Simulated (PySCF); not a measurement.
# Sn (triplet): changing the method

Aim: see what other levels and later steps give for Sn (triplet).

Computed with PySCF 2.14.0. Level: method and basis as typed in the scripts.

5 further runs of the same task are left out: 1 for a known fault of the program, 4 that didn't finish.

### 1 The atom

Sn (triplet): 1 atom, charge 0, spin multiplicity 3.

### 2 The run that the others are compared with

File input.py:

```python
from pyscf import gto, dft

mol = gto.M(
    atom='Sn 0 0 0',
    basis='def2-svpd',
    ecp={'Sn': 'def2-svpd'},
    charge=0,
    spin=2,
    verbose=4,
)
mf = dft.ROKS(mol, xc='m06l')
mf.kernel()
mf.mulliken_pop()
mf.dip_moment()
print('orbital energies (hartree):', mf.mo_energy[..., max(0, mol.nelec[1]-3):mol.nelec[0]+3].round(4))
```

On the command line:

```
> OMP_NUM_THREADS=1 python input.py
```

### 3 B3lyp

Run 1 changes functional: m06l → b3lyp.

input.py: that of step 2 with these lines changed.

```diff
@@ -10,3 +10,3 @@
 )
-mf = dft.ROKS(mol, xc='m06l')
+mf = dft.ROKS(mol, xc='b3lyp')
 mf.kernel()
```

### 4 Tpss

Run 2 changes functional: m06l → tpss.

input.py: that of step 2 with these lines changed.

```diff
@@ -10,3 +10,3 @@
 )
-mf = dft.ROKS(mol, xc='m06l')
+mf = dft.ROKS(mol, xc='tpss')
 mf.kernel()
```

### 5 CASCI (ROHF)

Run 3 changes step after the SCF: analyze → casci; SCF type: ROKS → ROHF; functional: m06l → none (Hartree–Fock); active space: none → 8 electrons in 8 orbitals.

input.py: that of step 2 with these lines changed.

```diff
@@ -1,2 +1,2 @@
-from pyscf import gto, dft
+from pyscf import gto, scf, mcscf
 
@@ -10,5 +10,7 @@
 )
-mf = dft.ROKS(mol, xc='m06l')
+mf = scf.ROHF(mol)
 mf.kernel()
-mf.mulliken_pop()
+mc = mcscf.CASCI(mf, 8, 8)
+mc.kernel()
+mc.analyze()
 mf.dip_moment()
```

### 6 Wb97

Run 4 changes functional: m06l → wb97.

input.py: that of step 2 with these lines changed.

```diff
@@ -10,3 +10,3 @@
 )
-mf = dft.ROKS(mol, xc='m06l')
+mf = dft.ROKS(mol, xc='wb97')
 mf.kernel()
```

Q: Predict the outcome of this session. Wanted: for each run, E(SCF); from base; after the SCF.

As calculated:

```csv
run,E(SCF) (hartree),from base (eV),cycles,after the SCF
base,-214.392378,0,8,n/a
b3lyp,-214.322011,not comparable,7,n/a
tpss,-214.156532,not comparable,7,n/a
CASCI (ROHF),-213.332843,not comparable,7,CASCI correlation -0.185 eV
wb97,-214.267886,not comparable,8,n/a
```

In words: Total energies of different functionals can't be compared with each other; differences within one functional can.
